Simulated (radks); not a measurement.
**Sb¹⁷⁺ in [Ar] 3d9 4s2 4p4 5p1: an all-electron calculation**

One table from this session's results is given with a row withheld; the runs are named, their logs left out.

Method: scalar-relativistic Kohn-Sham, r2SCAN, spin-polarised, spherical densities, finite nucleus; open shells are filled with parallel spins first. Code: radks (a radial shooting solver on a logarithmic mesh, Libxc functionals) version 1.

## What is computed

| Property | Result |
| --- | --- |
| element | antimony (Z = 51) |
| charge | +17 |
| electrons | 34 |
| configuration | [Ar] 3d9 4s2 4p4 5p1 |
| nuclear rms radius | 4.6802 fm |

Outer shells as boxes (Hund's rule):

Sb¹⁷⁺
```
[Ar] core
3d [↑↓][↑↓][↑↓][↑↓][↑ ]
4s [↑↓]
4p [↑↓][↑ ][↑ ]
5p [↑ ][  ][  ]
```

The first run:

The run's settings:

```text
Z 51
configuration [Ar] 3d9 4s2 4p4 5p1
relativity scalar-relativistic
functional r2scan,r2scan
spin polarised
nucleus finite rms 4.6802 fm
c 137.035999084
```

One table of the session follows, with a row left open; its other results are not shown here.

It belongs to the step «Orbitals and density». Radial moments (bohr):

```
  level      <r>  outermost maximum (interpolated)  90 % within  nodes
  1s up  0.02843                            0.0183       0.0511      0
1s down  0.02843                            0.0183       0.0511      0
  2s up   0.1224                             0.104        0.189      1
2s down   0.1224                             0.104        0.189      1
  2p up   0.1070                            0.0830        0.174      0
2p down   0.1070                            0.0830        0.174      0
  3s up   0.3251                             0.297        0.477      2
3s down   0.3253                             0.297        0.477      2
  3p up   0.3222                             0.290        0.482      1
3p down   0.3224                             0.290        0.482      1
  3d up   0.2966                             0.240        0.464      0
3d down        ?                                 ?            ?      ?
  4s up   0.7051                             0.677        0.999      3
4s down   0.7077                             0.678         1.00      3
  4p up   0.7295                             0.698         1.04      2
4p down   0.7316                             0.699         1.05      2
  5p up    1.343                              1.35         1.87      3
5p down    1.357                              1.37         1.90      3
```

**Question.** Estimate the row for 3d down.

As computed: <r>: 0.2969; outermost maximum (interpolated): 0.241; 90 % within: 0.464; nodes: 0. In the column «<r>» it lies between 3d up (0.2966) and 3p up (0.3222).
